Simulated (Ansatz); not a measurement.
# CuSi16O32: the cost of one run

All numbers below are computed with Ansatz 0.2.0 (DFT PBE, plane waves, PAW, scalar-relativistic, no spin polarisation).

## (1) The starting structure

The cell holds 49 atoms (CuO32Si16): a = 8.691 Å, b = 8.691 Å, c = 7.050 Å, α = 89.29°, β = 89.29°, γ = 89.99°.

The coordinates stand in the first input below.

## (2) End point A

Contents of input.yaml:

```yaml
crystal:
  lattice:
    - [0.107449, 6.14535, 6.145317]
    - [0.107449, -6.14535, 6.145317]
    - [7.05, 0.0, 0.0]
  atoms:
    - { symbol: Si, position: [0.17622, 0.89494, 0.64709] }
    - { symbol: Si, position: [0.35506, 0.07378, 0.10291] }
    - { symbol: Si, position: [0.32378, 0.60506, 0.85291] }
    - { symbol: Si, position: [0.14494, 0.42622, 0.39709] }
    - { symbol: Si, position: [0.364285, 0.178905, 0.513405] }
    - { symbol: Si, position: [0.571095, 0.385715, 0.736595] }
    - { symbol: Si, position: [0.135715, 0.321095, 0.986595] }
    - { symbol: Si, position: [0.928905, 0.114285, 0.763405] }
    - { symbol: O, position: [0.75, 0.25, 0.25] }
    - { symbol: O, position: [0.5, 0.0, 0.0] }
    - { symbol: O, position: [0.0133, 0.7367, 0.125] }
    - { symbol: O, position: [0.4867, 0.7633, 0.375] }
    - { symbol: O, position: [0.58879, 0.34341, 0.9586] }
    - { symbol: O, position: [0.40659, 0.16121, 0.2914] }
    - { symbol: O, position: [0.91121, 0.15659, 0.5414] }
    - { symbol: O, position: [0.09341, 0.33879, 0.2086] }
    - { symbol: O, position: [0.31098, 0.01542, 0.5974] }
    - { symbol: O, position: [0.23458, 0.93902, 0.1526] }
    - { symbol: O, position: [0.18902, 0.48458, 0.9026] }
    - { symbol: O, position: [0.26542, 0.56098, 0.3474] }
    - { symbol: O, position: [0.27473, 0.19957, 0.96355] }
    - { symbol: O, position: [0.05043, 0.97527, 0.78645] }
    - { symbol: O, position: [0.22527, 0.30043, 0.53645] }
    - { symbol: O, position: [0.44957, 0.52473, 0.71355] }
    - { symbol: Si, position: [0.67622, 0.39494, 0.14709] }
    - { symbol: Si, position: [0.85506, 0.57378, 0.60291] }
    - { symbol: Si, position: [0.82378, 0.10506, 0.35291] }
    - { symbol: Si, position: [0.64494, 0.92622, 0.89709] }
    - { symbol: Si, position: [0.864285, 0.678905, 0.013405] }
    - { symbol: Si, position: [0.071095, 0.885715, 0.236595] }
    - { symbol: Si, position: [0.635715, 0.821095, 0.486595] }
    - { symbol: Si, position: [0.428905, 0.614285, 0.263405] }
    - { symbol: O, position: [0.25, 0.75, 0.75] }
    - { symbol: O, position: [0.0, 0.5, 0.5] }
    - { symbol: O, position: [0.5133, 0.2367, 0.625] }
    - { symbol: O, position: [0.9867, 0.2633, 0.875] }
    - { symbol: O, position: [0.08879, 0.84341, 0.4586] }
    - { symbol: O, position: [0.90659, 0.66121, 0.7914] }
    - { symbol: O, position: [0.41121, 0.65659, 0.0414] }
    - { symbol: O, position: [0.59341, 0.83879, 0.7086] }
    - { symbol: O, position: [0.81098, 0.51542, 0.0974] }
    - { symbol: O, position: [0.73458, 0.43902, 0.6526] }
    - { symbol: O, position: [0.68902, 0.98458, 0.4026] }
    - { symbol: O, position: [0.76542, 0.06098, 0.8474] }
    - { symbol: O, position: [0.77473, 0.69957, 0.46355] }
    - { symbol: O, position: [0.55043, 0.47527, 0.28645] }
    - { symbol: O, position: [0.72527, 0.80043, 0.03645] }
    - { symbol: O, position: [0.94957, 0.02473, 0.21355] }
    - { symbol: Cu, position: [0.6107237, 0.6484146, 0.8820226] }
total_charge: 1
basis:
  ecutwfc: 420.0
kpoints:
  mp_grid: { grid: [2, 2, 2] }
hamiltonian:
  xc: pbe
  pseudopotentials: { kind: paw, azcp: { folder: soft_1 } }
scf:
  occupations: { method: gaussian, width: 0.02 }
  lower_state_search: "off"
relax:
  f_tol: 0.03
  max_steps: 60
  adjacent_minimum: "off"
```

The run is started by

```sh
ansatz run input.yaml --threads 4 --pin off --max-ram 10240MiB --backend cpu --events-out ev --progress --plain --runs-dir out
```

Q: Estimate wall time and peak memory on 4 threads of Arm Neoverse V2, shared host.

About 88 s, with a peak of 2.3 GiB.
